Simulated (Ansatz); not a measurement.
# CH7BO2Si: small, medium and large basis sets

How large a basis does CH7BO2Si need? Two functionals are run in growing sets.

Method: one geometry, several basis sets; program: Ansatz 0.2.0, Gaussian basis.

The runs, in order: PBE0-D4/def2-SVP; ωB97M-V/def2-SVP; PBE0-D4/def2-QZVPP; ωB97M-V/def2-QZVPP; the functionals' def2-TZVPP values are taken from earlier runs.

## (1) The geometry

All runs share one geometry, relaxed beforehand with PBE0-D4 in a triple-zeta def2 set.

12 atoms, charge 0, spin multiplicity 1.

Atoms are counted from 1 here; the program's logs count them from 0.

Bond lengths: O1–C2 1.384 Å, O1–H6 0.962 Å, C2–O3 1.420 Å, C2–H7 1.092 Å, C2–H8 1.093 Å, O3–B4 1.351 Å, B4–Si5 2.034 Å, B4–H9 1.201 Å, Si5–H10 1.490 Å, Si5–H11 1.491 Å, Si5–H12 1.491 Å. Angles: C2–O1–H6 109.0°, O1–C2–O3 112.0°, O1–C2–H7 106.5°, O1–C2–H8 112.5°, O3–C2–H7 110.0°, O3–C2–H8 105.6°, H7–C2–H8 110.3°, C2–O3–B4 121.1°, O3–B4–Si5 125.5°, O3–B4–H9 114.3°, Si5–B4–H9 120.2°, B4–Si5–H10 115.0°, B4–Si5–H11 108.6°, B4–Si5–H12 109.7°, H10–Si5–H11 108.1°, H10–Si5–H12 107.8°, H11–Si5–H12 107.3°.

Coordinates:

```xyz
12
charge 0, multiplicity 1
O    -1.34502    0.79667    0.90162
C    -1.53336    0.16469   -0.31515
O    -0.52956    0.51181   -1.25692
B     0.77009    0.21850   -1.03241
Si    1.49887   -0.73167    0.61213
H    -1.49463    1.74066    0.79038
H    -1.50223   -0.90801   -0.11569
H    -2.48331    0.43515   -0.78419
H     1.51790    0.60065   -1.89125
H     0.51668   -1.59215    1.32888
H     2.00300    0.29390    1.56960
H     2.65869   -1.58539    0.22691
```

## (2) PBE0-D4 in def2-SVP

in.yaml reads:

```yaml
crystal:
  periodic: [false, false, false]
  atoms:
    - {symbol: O, position_ang: [-1.345025, 0.796669, 0.901621]}
    - {symbol: C, position_ang: [-1.533362, 0.164689, -0.315153]}
    - {symbol: O, position_ang: [-0.529557, 0.511812, -1.256921]}
    - {symbol: B, position_ang: [0.770090, 0.218503, -1.032412]}
    - {symbol: Si, position_ang: [1.498866, -0.731668, 0.612131]}
    - {symbol: H, position_ang: [-1.494631, 1.740659, 0.790378]}
    - {symbol: H, position_ang: [-1.502230, -0.908013, -0.115689]}
    - {symbol: H, position_ang: [-2.483308, 0.435146, -0.784190]}
    - {symbol: H, position_ang: [1.517898, 0.600650, -1.891251]}
    - {symbol: H, position_ang: [0.516680, -1.592153, 1.328876]}
    - {symbol: H, position_ang: [2.002997, 0.293897, 1.569596]}
    - {symbol: H, position_ang: [2.658685, -1.585391, 0.226913]}
basis:
  gaussian: {orbitals: def2-SVP}
hamiltonian: {xc: pbe0, dispersion: d4}
output: {orbitals: {seedname: orbitals}}
```

Command:

```console
> ansatz run in.yaml --threads 4 --pin off --events-out ev --progress --plain --max-ram 10444MiB
```

Further steps of the session: ωB97M-V in def2-SVP; PBE0-D4 in def2-QZVPP; ωB97M-V in def2-QZVPP.

**Question.** What will the summary of the whole plan be? Wanted: PBE0-D4: double and triple zeta above quadruple; ωB97M-V: double and triple zeta above quadruple.

The runs gave:

| quantity | value |
| --- | --- |
| PBE0-D4: double and triple zeta above quadruple | 10.21, 0.60 eV |
| ωB97M-V: double and triple zeta above quadruple | 10.44, 0.57 eV |

What this shows: For PBE0-D4 the step from double to triple zeta gains 9.61 eV and the next only 0.60 eV. Total energies overstate the basis error of differences, where much of it tends to cancel.
